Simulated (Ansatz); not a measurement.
# C2H8B2O: rotation by 180° about the C2–O5 bond, part 1 of 2

Wanted: the energy profile along the rotation by 180° about the C2–O5 bond, from relaxed end points and a band of images. SMILES of the start: BC(B)(C)O.

All numbers below are computed with Ansatz 0.2.0 (RKS B3LYP-D4/def2-SVP).

## 1. The starting structure

Bond lengths: B1–C2 1.531 Å, C2–B3 1.594 Å, C2–C4 1.559 Å, C2–O5 1.402 Å, B1–H6 1.222 Å, B1–H7 1.201 Å, B3–H8 1.126 Å, B3–H9 1.249 Å, C4–H10 1.082 Å, C4–H11 1.170 Å, C4–H12 1.067 Å, O5–H13 0.934 Å. Angles (14 of 19 angles, heavy atoms first): B1–C2–B3 106.2°, B1–C2–C4 112.5°, B1–C2–O5 108.6°, B3–C2–C4 111.0°, B3–C2–O5 111.6°, C4–C2–O5 107.1°, C2–B1–H6 123.0°, C2–B1–H7 122.5°, C2–B3–H8 122.1°, C2–B3–H9 119.0°, C2–C4–H10 109.0°, C2–C4–H11 105.3°, C2–C4–H12 111.7°, C2–O5–H13 109.1°.

Structure file:

```xyz
13

B    -1.3016    0.8896    0.0202
C     0.0690    0.2186    0.1446
B    -0.0963   -0.9295    1.2377
C     0.5698   -0.3689   -1.2099
O     1.0047    1.1827    0.5458
H    -1.8294    1.5003    0.9375
H    -1.8966    0.9555   -1.0215
H    -0.7618   -1.8224    1.0725
H     0.5773   -0.8671    2.2881
H     0.6093    0.4245   -1.9438
H    -0.2663   -1.1130   -1.5516
H     1.4928   -0.8924   -1.0965
H     1.8494    0.7873    0.5920
```

## 2. Relaxing end A

input.yaml

```yaml
crystal:
  periodic: [false, false, false]
  atoms:
    - { symbol: B, position_ang: [-1.3016, 0.8896, 0.0202] }
    - { symbol: C, position_ang: [0.069, 0.2186, 0.1446] }
    - { symbol: B, position_ang: [-0.0963, -0.9295, 1.2377] }
    - { symbol: C, position_ang: [0.5698, -0.3689, -1.2099] }
    - { symbol: O, position_ang: [1.0047, 1.1827, 0.5458] }
    - { symbol: H, position_ang: [-1.8294, 1.5003, 0.9375] }
    - { symbol: H, position_ang: [-1.8966, 0.9555, -1.0215] }
    - { symbol: H, position_ang: [-0.7618, -1.8224, 1.0725] }
    - { symbol: H, position_ang: [0.5773, -0.8671, 2.2881] }
    - { symbol: H, position_ang: [0.6093, 0.4245, -1.9438] }
    - { symbol: H, position_ang: [-0.2663, -1.113, -1.5516] }
    - { symbol: H, position_ang: [1.4928, -0.8924, -1.0965] }
    - { symbol: H, position_ang: [1.8494, 0.7873, 0.592] }
basis:
  gaussian: { orbitals: def2-SVP }
hamiltonian:
  xc: b3lyp
  dispersion: d4
relax:
  f_tol: 0.015
  max_steps: 40
```

Started as:

```sh
ansatz run input.yaml --threads 2 --pin off --max-ram 3072MiB --backend cpu --events-out ev --progress --plain --runs-dir out
```

What it wrote, shortened:

```text
Warning: RAYON_NUM_THREADS=2 ignored (pool sized by the plan → 2); use --threads N
[...]
Functional definition: B3LYP
[...]
1242 factors; integrals over basis functions are off by at most 3.0e-4 eV
[...]
mean field -5597.90064428 eV, -205.7190542840 hartree, gradient 3.4e-5 eV, S^2 0.000000; 0 other end points of the search recorded, 0 dependent functions left out
[...]
reference -5597.90090429 eV, -205.7190638390 hartree; 19, 19 occupied and 91, 91 virtual orbitals, 1242 factors
relax step   1: F+E_penalty+E_count = -5598.28430988 eV  Δ(F+E_penalty+E_count) = +0.000e0 eV  max|allowed force component| = 3.513e0 eV/Å  Δτ_max = 0.0000 Å  (26 SCF iters, accepted)
[...]
relax step   4: F+E_penalty+E_count = -5598.78812367 eV  Δ(F+E_penalty+E_count) = -3.420e-2 eV  max|allowed force component| = 3.977e-1 eV/Å  Δτ_max = 0.0709 Å  (29 SCF iters, accepted)
[...]
relax step   7: F+E_penalty+E_count = -5598.88128436 eV  Δ(F+E_penalty+E_count) = -2.334e-2 eV  max|allowed force component| = 1.876e-1 eV/Å  Δτ_max = 0.2000 Å  (29 SCF iters, accepted)
[...]
relax step  10: F+E_penalty+E_count = -5598.88917844 eV  Δ(F+E_penalty+E_count) = +4.612e-3 eV  max|allowed force component| = 4.038e-1 eV/Å  Δτ_max = 0.1208 Å  (29 SCF iters, rejected (line search))
[...]
relax step  12: F+E_penalty+E_count = -5598.90235609 eV  Δ(F+E_penalty+E_count) = -3.470e-3 eV  max|allowed force component| = 1.299e-1 eV/Å  Δτ_max = 0.0985 Å  (28 SCF iters, accepted)
[...]
relax step  13: F+E_penalty+E_count = -5598.90622286 eV  Δ(F+E_penalty+E_count) = -3.867e-3 eV  max|allowed force component| = 1.261e-1 eV/Å  Δτ_max = 0.1500 Å  (28 SCF iters, accepted)
[...]
1242 factors; integrals over basis functions are off by at most 3.8e-4 eV
```

## 3. More of the same log: end point A relaxed

The log, continued, shortened:

```text
mean field -5598.52297527 eV, -205.7419245259 hartree, gradient 2.2e-5 eV, S^2 0.000000; 0 other end points of the search recorded, 0 dependent functions left out
[...]
reference -5598.52323327 eV, -205.7419340074 hartree; 19, 19 occupied and 91, 91 virtual orbitals, 1242 factors
relax step  14: F+E_penalty+E_count = -5598.91040830 eV  Δ(F+E_penalty+E_count) = -4.185e-3 eV  max|allowed force component| = 2.245e-1 eV/Å  Δτ_max = 0.0980 Å  (28 SCF iters, accepted)
[...]
relax step  16: F+E_penalty+E_count = -5598.91691195 eV  Δ(F+E_penalty+E_count) = -3.131e-3 eV  max|allowed force component| = 3.010e-1 eV/Å  Δτ_max = 0.2000 Å  (29 SCF iters, accepted)
[...]
relax step  18: F+E_penalty+E_count = -5598.92612789 eV  Δ(F+E_penalty+E_count) = -4.047e-3 eV  max|allowed force component| = 1.972e-1 eV/Å  Δτ_max = 0.0325 Å  (30 SCF iters, accepted)
[...]
Atom 3 at     0.504264    -0.468251    -1.064366 Å, force     0.000236    -0.000176    -0.004893 eV/Å
Atom 4 at     0.996361     1.457021     0.433874 Å, force    -0.001568    -0.001837     0.002459 eV/Å
Atom 5 at    -1.763439     1.916741     0.746501 Å, force    -0.001553     0.000764     0.001523 eV/Å
Atom 6 at    -2.270908     0.304626    -0.482605 Å, force     0.000213     0.000848     0.001442 eV/Å
Atom 7 at    -0.808522    -1.691055     0.809257 Å, force    -0.001088     0.001458     0.001979 eV/Å
Atom 8 at     1.058876    -1.085021     1.531242 Å, force    -0.001702     0.000421    -0.001957 eV/Å
Atom 9 at     1.330714     0.065999    -1.550209 Å, force     0.000461     0.000774     0.001951 eV/Å
Atom 10 at    -0.295571    -0.717931    -1.769535 Å, force    -0.001757    -0.000769    -0.000320 eV/Å
Atom 11 at     0.956385    -1.438179    -0.727093 Å, force     0.001358    -0.003247     0.002447 eV/Å
Atom 12 at     1.657636     1.051374     1.010455 Å, force     0.000395     0.001167    -0.000402 eV/Å
Dipole moment:     0.290291    -0.346445    -0.141420 e Å
```

Run time: 55 s. Hardware: 2 threads of Arm Neoverse V2, shared host; peak memory 0.23 GiB.

Step by step:

```csv
step,energy from step 1 (eV),largest force component (eV/Å)
1,0.0000,3.5133
2,-0.3835,1.2069
3,-0.4696,0.4387
4,-0.5038,0.3977
5,-0.5425,0.4227
6,-0.5736,0.2501
7,-0.5970,0.1876
8,-0.6053,0.1965
9,-0.6095,0.1705
10x,-0.6049,0.4038
11,-0.6146,0.0747
12,-0.6180,0.1299
13,-0.6219,0.1261
14,-0.6261,0.2245
15,-0.6295,0.1908
16,-0.6326,0.3010
17,-0.6378,0.2664
18,-0.6418,0.1972
19,-0.6435,0.1112
20,-0.6445,0.0377
21,-0.6446,0.0205
22x,-0.6446,0.0189
23,-0.6447,0.0073
```

Step 1 is the start. 2 steps were tried and not accepted (marked x).

After: Bond lengths: B1–C2 1.531 Å, C2–B3 1.563 Å, C2–C4 1.590 Å, C2–O5 1.410 Å, B1–H6 1.205 Å, B1–H7 1.207 Å, B3–H8 1.201 Å, B3–H9 1.210 Å, C4–H10 1.097 Å, C4–H11 1.095 Å, C4–H12 1.122 Å, O5–H13 0.967 Å. Angles (14 of 19 angles, heavy atoms first): B1–C2–B3 107.2°, B1–C2–C4 117.9°, B1–C2–O5 116.9°, B3–C2–C4 79.8°, B3–C2–O5 117.7°, C4–C2–O5 112.0°, C2–B1–H6 119.8°, C2–B1–H7 119.9°, C2–B3–H8 123.2°, C2–B3–H9 116.3°, C2–C4–H10 105.1°, C2–C4–H11 113.0°, C2–C4–H12 114.9°, C2–O5–H13 108.8°.

## 4. Relaxing end B

The second end starts from a geometry with the move made by hand.

Changes to input.yaml since step 2:

```diff
@@ -15,3 +15,3 @@
     - { symbol: H, position_ang: [1.4928, -0.8924, -1.0965] }
-    - { symbol: H, position_ang: [1.8494, 0.7873, 0.592] }
+    - { symbol: H, position_ang: [0.56714, 1.9976, 0.67417] }
 basis:
@@ -24 +24,3 @@
   max_steps: 40
+output:
+  orbitals: {}
```

Started as:

```sh
ansatz run input.yaml --threads 2 --pin off --max-ram 3072MiB --backend cpu --events-out ev --progress --plain --runs-dir out
```

What it wrote, shortened:

```text
Warning: RAYON_NUM_THREADS=2 ignored (pool sized by the plan → 2); use --threads N
[...]
[... 1 set-up line as earlier in the session ...]
[...]
1241 factors; integrals over basis functions are off by at most 3.0e-4 eV
[...]
mean field -5597.87442966 eV, -205.7180909146 hartree, gradient 7.0e-5 eV, S^2 0.000000; 0 other end points of the search recorded, 0 dependent functions left out
[...]
reference -5597.87468396 eV, -205.7181002597 hartree; 19, 19 occupied and 91, 91 virtual orbitals, 1241 factors
relax step   1: F+E_penalty+E_count = -5598.25776773 eV  Δ(F+E_penalty+E_count) = +0.000e0 eV  max|allowed force component| = 3.266e0 eV/Å  Δτ_max = 0.0000 Å  (25 SCF iters, accepted)
[...]
relax step   5: F+E_penalty+E_count = -5598.79870126 eV  Δ(F+E_penalty+E_count) = -5.541e-2 eV  max|allowed force component| = 4.812e-1 eV/Å  Δτ_max = 0.1998 Å  (29 SCF iters, accepted)
[...]
relax step   9: F+E_penalty+E_count = -5598.86252166 eV  Δ(F+E_penalty+E_count) = -7.056e-3 eV  max|allowed force component| = 9.594e-2 eV/Å  Δτ_max = 0.1381 Å  (30 SCF iters, accepted)
[...]
relax step  13: F+E_penalty+E_count = -5598.87753750 eV  Δ(F+E_penalty+E_count) = -2.818e-3 eV  max|allowed force component| = 1.937e-1 eV/Å  Δτ_max = 0.0666 Å  (29 SCF iters, accepted)
[...]
relax step  15: F+E_penalty+E_count = -5598.88643092 eV  Δ(F+E_penalty+E_count) = -7.151e-3 eV  max|allowed force component| = 2.712e-1 eV/Å  Δτ_max = 0.0565 Å  (29 SCF iters, accepted)
[...]
relax step  16: F+E_penalty+E_count = -5598.89209497 eV  Δ(F+E_penalty+E_count) = -5.664e-3 eV  max|allowed force component| = 5.259e-1 eV/Å  Δτ_max = 0.2000 Å  (29 SCF iters, accepted)
[...]
1241 factors; integrals over basis functions are off by at most 4.7e-4 eV
[...]
mean field -5598.52329390 eV, -205.7419362353 hartree, gradient 2.2e-5 eV, S^2 0.000000; 0 other end points of the search recorded, 0 dependent functions left out
[...]
reference -5598.52355066 eV, -205.7419456713 hartree; 19, 19 occupied and 91, 91 virtual orbitals, 1241 factors
```

## 5. The output, continued: end point B relaxed

The log, continued, shortened:

```text
relax step  17: F+E_penalty+E_count = -5598.91108124 eV  Δ(F+E_penalty+E_count) = -1.899e-2 eV  max|allowed force component| = 1.897e-1 eV/Å  Δτ_max = 0.0485 Å  (29 SCF iters, accepted)
[...]
relax step  20: F+E_penalty+E_count = -5598.92173281 eV  Δ(F+E_penalty+E_count) = +9.079e-4 eV  max|allowed force component| = 1.753e-1 eV/Å  Δτ_max = 0.0238 Å  (29 SCF iters, rejected (line search))
[...]
relax step  23: F+E_penalty+E_count = -5598.92753441 eV  Δ(F+E_penalty+E_count) = -1.017e-3 eV  max|allowed force component| = 4.878e-2 eV/Å  Δτ_max = 0.0352 Å  (30 SCF iters, accepted)
[...]
relax step  26: F+E_penalty+E_count = -5598.92778667 eV  Δ(F+E_penalty+E_count) = -1.572e-4 eV  max|allowed force component| = 4.638e-2 eV/Å  Δτ_max = 0.0105 Å  (30 SCF iters, accepted)
[...]
Atom 3 at     0.542260    -0.431450    -1.028483 Å, force    -0.003037     0.005692     0.000803 eV/Å
Atom 4 at     0.996862     1.474080     0.385498 Å, force     0.002337     0.007875    -0.000465 eV/Å
Atom 5 at    -1.839931     1.799175     0.835805 Å, force    -0.000757    -0.000566    -0.000264 eV/Å
Atom 6 at    -2.318579     0.213016    -0.437684 Å, force    -0.000994    -0.002043     0.001732 eV/Å
Atom 7 at    -0.855879    -1.649893     0.769654 Å, force    -0.000884    -0.000219     0.000973 eV/Å
Atom 8 at     0.961923    -0.972536     1.564550 Å, force     0.000445     0.000158    -0.000209 eV/Å
Atom 9 at     1.469044     0.010623    -1.414844 Å, force     0.000241    -0.000508     0.001062 eV/Å
Atom 10 at    -0.177186    -0.677829    -1.816127 Å, force     0.000123    -0.000418     0.000324 eV/Å
Atom 11 at     0.883878    -1.420456    -0.596804 Å, force     0.000695    -0.003749     0.003255 eV/Å
Atom 12 at     0.571034     2.211055     0.841052 Å, force     0.001220    -0.004460     0.001246 eV/Å
Dipole moment:     0.059202    -0.035424    -0.202996 e Å
```

Run time: 69 s. Hardware: 2 threads of Arm Neoverse V2, shared host; peak memory 0.23 GiB.

The steps of the relaxation:

```csv
step,energy from step 1 (eV),largest force component (eV/Å)
1,0.0000,3.2658
2,-0.3564,0.9759
3,-0.4264,0.7825
4,-0.4855,0.4501
5,-0.5409,0.4812
6,-0.5806,0.2842
7,-0.5927,0.2268
8,-0.5977,0.0875
9,-0.6048,0.0959
10x,-0.6044,0.3182
11,-0.6121,0.0783
12,-0.6170,0.1184
13,-0.6198,0.1937
14,-0.6215,0.3357
15,-0.6287,0.2712
16,-0.6343,0.5259
17,-0.6533,0.1897
18,-0.6615,0.0865
19,-0.6649,0.2131
20x,-0.6640,0.1753
21,-0.6673,0.1565
22,-0.6687,0.0684
23,-0.6698,0.0488
24x,-0.6696,0.0590
25,-0.6699,0.0500
26,-0.6700,0.0464
27,-0.6702,0.0109
28,-0.6703,0.0079
```

Step 1 is the start. 3 steps were tried and not accepted (marked x).

After: Bond lengths: B1–C2 1.514 Å, C2–B3 1.599 Å, C2–C4 1.552 Å, C2–O5 1.414 Å, B1–H6 1.212 Å, B1–H7 1.204 Å, B3–H8 1.201 Å, B3–H9 1.201 Å, C4–H10 1.097 Å, C4–H11 1.095 Å, C4–H12 1.132 Å, O5–H13 0.965 Å. Angles (14 of 19 angles, heavy atoms first): B1–C2–B3 100.3°, B1–C2–C4 122.0°, B1–C2–O5 122.7°, B3–C2–C4 78.2°, B3–C2–O5 114.9°, C4–C2–O5 109.0°, C2–B1–H6 118.7°, C2–B1–H7 121.3°, C2–B3–H8 123.2°, C2–B3–H9 115.2°, C2–C4–H10 106.8°, C2–C4–H11 113.4°, C2–C4–H12 113.8°, C2–O5–H13 107.4°.

## 6. Nudged elastic band

crystal.atoms is end A as relaxed above, and neb.final_atoms is end B, turned to lie on A. With 9 inner images the band has 11 in all.

input.yaml

```yaml
crystal:
  periodic: [false, false, false]
  atoms:
    - { symbol: B, position_ang: [-1.437078, 0.953279, 0.100568] }
    - { symbol: C, position_ang: [0.022329, 0.490437, 0.108324] }
    - { symbol: B, position_ang: [0.069252, -0.873838, 0.868686] }
    - { symbol: C, position_ang: [0.504264, -0.468251, -1.064366] }
    - { symbol: O, position_ang: [0.996361, 1.457021, 0.433874] }
    - { symbol: H, position_ang: [-1.763439, 1.916741, 0.746501] }
    - { symbol: H, position_ang: [-2.270908, 0.304626, -0.482605] }
    - { symbol: H, position_ang: [-0.808522, -1.691055, 0.809257] }
    - { symbol: H, position_ang: [1.058876, -1.085021, 1.531242] }
    - { symbol: H, position_ang: [1.330714, 0.065999, -1.550209] }
    - { symbol: H, position_ang: [-0.295571, -0.717931, -1.769535] }
    - { symbol: H, position_ang: [0.956385, -1.438179, -0.727093] }
    - { symbol: H, position_ang: [1.657636, 1.051374, 1.010455] }
basis:
  gaussian: { orbitals: def2-SVP }
hamiltonian:
  xc: b3lyp
  dispersion: d4
neb:
  order_check: false
  images: 9
  f_tol: 0.03
  max_iterations: 60
  initial_path: idpp
  final_atoms:
    - { symbol: B, position_ang: [-1.29467389, 0.92858584, 0.20821728] }
    - { symbol: C, position_ang: [0.13126173, 0.44782593, 0.04603867] }
    - { symbol: B, position_ang: [0.04276302, -0.96696627, 0.7865093] }
    - { symbol: C, position_ang: [0.54499597, -0.5303467, -1.08537754] }
    - { symbol: O, position_ang: [1.24830346, 1.23731458, 0.40384441] }
    - { symbol: H, position_ang: [-1.52047569, 1.82944278, 0.98617067] }
    - { symbol: H, position_ang: [-2.20894586, 0.3737298, -0.34562775] }
    - { symbol: H, position_ang: [-0.90935577, -1.69417784, 0.70432935] }
    - { symbol: H, position_ang: [0.99690556, -1.25351163, 1.45736142] }
    - { symbol: H, position_ang: [1.49900315, -0.16616588, -1.48646928] }
    - { symbol: H, position_ang: [-0.22395696, -0.6572352, -1.85433718] }
    - { symbol: H, position_ang: [0.79530198, -1.57162511, -0.71895066] }
    - { symbol: H, position_ang: [0.91917228, 1.9883317, 0.91339031] }
```

Started as:

```sh
ansatz run input.yaml --threads 2 --pin off --max-ram 3072MiB --backend cpu --events-out ev --progress --plain --runs-dir out
```

What it wrote, shortened:

```text
Warning: RAYON_NUM_THREADS=2 ignored (pool sized by the plan → 2); use --threads N
[...]
[... 1 set-up line as earlier in the session ...]
[...]
1244 factors; integrals over basis functions are off by at most 3.1e-4 eV
[...]
mean field -5598.53987864 eV, -205.7425457133 hartree, gradient 5.5e-5 eV, S^2 0.000000; 0 other end points of the search recorded, 0 dependent functions left out
[...]
reference -5598.54013672 eV, -205.7425551978 hartree; 19, 19 occupied and 91, 91 virtual orbitals, 1244 factors
1244 factors; integrals over basis functions are off by at most 3.2e-4 eV
[...]
mean field -5598.53824136 eV, -205.7424855444 hartree, gradient 1.2e-5 eV, S^2 0.000000; 0 other end points of the search recorded, 0 dependent functions left out
[...]
reference -5598.53849681 eV, -205.7424949322 hartree; 19, 19 occupied and 91, 91 virtual orbitals, 1244 factors
[...]
Atom 3 at     0.474418    -0.471661    -1.108415 Å, force    -0.006881     0.007162     0.003058 eV/Å
Atom 4 at     1.087613     1.411702     0.320092 Å, force    -0.028245    -0.007959     0.003387 eV/Å
Atom 5 at    -1.696994     1.879533     0.847733 Å, force     0.003235     0.008300    -0.000535 eV/Å
Atom 6 at    -2.287621     0.276856    -0.351569 Å, force     0.000916     0.003617     0.003698 eV/Å
Atom 7 at    -0.727031    -1.721702     0.795621 Å, force    -0.007735     0.003708    -0.003932 eV/Å
Atom 8 at     1.184618    -1.123382     1.399768 Å, force    -0.002380    -0.003510    -0.001131 eV/Å
Atom 9 at     1.323787     0.018363    -1.600323 Å, force     0.001196    -0.002384    -0.000323 eV/Å
Atom 10 at    -0.342549    -0.705542    -1.798726 Å, force     0.000943     0.001685    -0.000051 eV/Å
Atom 11 at     0.901273    -1.462414    -0.771210 Å, force     0.004965    -0.005832     0.006220 eV/Å
Atom 12 at     1.302547     1.379446     1.259566 Å, force     0.012941     0.006204     0.001371 eV/Å
Dipole moment:     0.159787    -0.244400    -0.068849 e Å
this run last wrote the band of iteration 6 to <dir>
```

Wall time 2.4 min (2 threads of Arm Neoverse V2, shared host); peak memory 0.24 GiB.

(Continued in part 2 of 2.)
